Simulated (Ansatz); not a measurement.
# BBrH4O2: the cost of one run

All numbers below are computed with Ansatz 0.2.0 (RKS B3LYP-D4/def2-SVP).

**1. The system as given**

Bond lengths: B1–O3 1.410 Å, O3–H4 1.010 Å, B1–O5 1.410 Å, O5–H6 1.010 Å, B1–Br7 2.340 Å, Br7–H8 1.661 Å. Angles: B1–O3–H4 109.5°, O3–B1–O5 120.0°, O3–B1–Br7 96.8°, O5–B1–Br7 101.3°, B1–O5–H6 109.5°, B1–Br7–H8 53.8°.

As a file:

```xyz
8

B     0.0000    0.0000    0.0000
H     0.0000    0.0000    1.5400
O     1.2211    0.0000   -0.7050
H     1.5209   -0.9519   -0.8599
O    -1.2211    0.0000   -0.7050
H    -1.7308   -0.8467   -0.4965
Br    0.1049    2.2181    0.7379
H     0.0410    0.8666    1.7013
```

**2. A restrained relaxation towards end A**

Springs on the bonds that form and break draw the guess towards this end; the thresholds are loose.

Input file input.yaml:

```yaml
crystal:
  periodic: [false, false, false]
  atoms:
    - { symbol: B, position_ang: [0.0, 0.0, 0.0] }
    - { symbol: H, position_ang: [0.0, 0.0, 1.54] }
    - { symbol: O, position_ang: [1.2211, 0.0, -0.705] }
    - { symbol: H, position_ang: [1.5209, -0.9519, -0.8599] }
    - { symbol: O, position_ang: [-1.2211, 0.0, -0.705] }
    - { symbol: H, position_ang: [-1.7308, -0.8467, -0.4965] }
    - { symbol: Br, position_ang: [0.1049, 2.2181, 0.7379] }
    - { symbol: H, position_ang: [0.041, 0.8666, 1.7013] }
basis:
  gaussian: { orbitals: def2-SVP }
hamiltonian:
  xc: b3lyp
  dispersion: d4
relax:
  f_tol: 0.15
  max_steps: 25
  restrain:
    - { distance: [0, 6], at: 3.24, k: 30.0 }
    - { distance: [7, 1], at: 1.86, k: 30.0 }
    - { distance: [0, 1], at: 1.19, k: 30.0 }
    - { distance: [7, 6], at: 1.55, k: 30.0 }
```

Command:

```bash
> ansatz run input.yaml --threads 2 --pin off --max-ram 3072MiB --backend cpu --events-out ev --progress --plain --runs-dir out
```

Q: Estimate wall time and peak memory on 2 threads of Intel Xeon Platinum 8175M at 2.50GHz (Skylake/Cascade Lake), shared host.

About 49 s, with a peak of 0.22 GiB.
